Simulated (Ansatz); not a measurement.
# Ti: an axial (c/a) deformation path

An exercise on one series of results from a longer session: the logs are not shown, and one member is left open.

Program: Ansatz 0.2.0. Level of theory: DFT PBE, scalar-relativistic, plane waves, PAW. These are calculated values, not measurements.

## Starting point

The structure is hexagonal, space group P6_3/mmc (No. 194). Conventional cell: a = 2.950 Å, b = 2.950 Å, c = 4.686 Å, α = 90.00°, β = 90.00°, γ = 120.00°. Ti (site symmetry -6m2) is surrounded by 12 Ti at 2.90 to 2.95 Å.

Structure file:

```
Ti
1.0
     2.95000    0.00000    0.00000
    -1.47500    2.55477    0.00000
     0.00000    0.00000    4.68600
Ti
2
Direct
  0.33333 0.66667 0.25000
  0.66667 0.33333 0.75000
```

No relaxation comes first: the listed cell is the starting point.

## Zero of energy

Reference values: F = -4999.3423 eV; pressure -1.63 GPa; largest force 0.000 eV/Å; gap on the mesh none (metal). It was computed beforehand with the settings of the runs below.

The first run:

At fixed volume and fractional coordinates, lengths along (0.000, 0.000, 1.000) are scaled against those across it; ρ is that ratio over its starting value.

input.yaml

```yaml
crystal:
  lattice:
    - [3.1142159576, 0.0, 0.0]
    - [-1.5571079788, 2.6969901322, 0.0]
    - [0.0, 0.0, 4.2048279924]
  atoms:
    - { symbol: Ti, position: [0.3333333333, 0.6666666667, 0.25] }
    - { symbol: Ti, position: [0.6666666667, 0.3333333333, 0.75] }
basis:
  ecutwfc: 420
kpoints:
  mp_grid: { grid: [24, 24, 12] }
hamiltonian:
  xc: pbe
scf:
  occupations: { method: gaussian, width: 0.15 }
output:
  forces: true
  stress: true
  eigenvalues: true
```

Started as:

```console
ansatz run input.yaml --threads 1 --pin off --max-ram 2560MiB --backend cpu --events-out ev --progress --plain --runs-dir out
```

Among the steps run: Point ρ = 0.850; Point ρ = 1.200; ρ = 0.920; At ρ = 1.100; At ρ = 0.960; Point ρ = 1.050; At ρ = 0.800; ρ = 1.300.

One of the session's tables, all rows but one given; the rest of the session is left out.

It belongs to the step «The scan collected». 

```
    ρ  ΔE (meV/atom)  pressure (GPa)
0.800          154.1            -0.2
0.850           87.9            -0.8
0.920           24.3            -1.3
0.960            5.3            -1.5
1.000            0.0            -1.6
1.050           10.9            -1.6
1.100           37.8            -1.5
1.200              ?               ?
1.300          219.4            -0.8
```

Estimate the missing values for ρ = 1.200.

Worked estimate for «ΔE (meV/atom)». A straight line through the neighbours (1.100, 37.8) and (1.300, 219.4) gives 37.8 + (219.4 − 37.8) × (1.200 − 1.100) / (1.300 − 1.100) = 128.6; a parabola fitted to 3 rows on both sides gives 113.8.

As computed: ΔE (meV/atom): 120.8; pressure (GPa): -1.4. In «ΔE (meV/atom)» the line misses by +7.8 and the parabola by -7.0.
